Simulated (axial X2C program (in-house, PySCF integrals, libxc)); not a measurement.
# A two-component session on GeO⁻: EOM-EA-CCSD levels

Aim: EOM-EA-CCSD levels of GeO⁻, with spin–orbit coupling in the Hamiltonian from the start.

Method: two-component X2C with atomic mean-field terms, Ge dyall-acv3z, O dyall-av3z; program: an in-house X2C program for linear molecules on PySCF integrals.

All values are calculated.

### 1 The job

Input file task.json:

```json
{"zs": [32, 8], "q": -1, "bas": ["dyall-acv3z", "dyall-av3z"], "r0": 1.68, "eom": "ea", "thr": -1.0, "nmax": 92, "grid": [1, 0.96, 1.045, 0.92, 1.09, 1.15], "rq": 0}
```

Keys: zs atomic numbers; q charge; bas basis sets; r0 starting distance in Å; eom kind of EOM run; thr threshold in hartree for freezing inner shells (an s shell follows its p shell); nmax most natural virtual spinors; grid distances as factors.

Launch:

```console
$ python soeom.py task.json out
```

After this run come: EOM-EA-CCSD at 1.618 Å.

What does the calculation give? Wanted: next root led by one particle; T1 of the reference; lowest state, Re and ωe.

The runs gave:

| quantity | value |
| --- | --- |
| lowest root at 1.618 Å | Ω = 1/2, 0.004 eV |
| next root led by one particle | Ω = 3/2, about 280 cm⁻¹ higher |
| T1 of the reference | 0.033 |
| lowest state, Re and ωe | 1.674 Å, 876 cm⁻¹ |

**Reading.** The added electron is bound by 0.00 eV in a spinor of 71% Ge pπ, 12% Ge dπ, 11% O pπ. Errors of 0.1 to 0.3 eV are usual at this size, and roots led by higher excitations are left out, so the list is incomplete, and low states of that kind can be missing. T1 or the largest double amplitude of the reference is raised, which lowers the reliability. The bond is 0.049 Å longer than in the closed-shell reference at CCSD (1.625 Å).
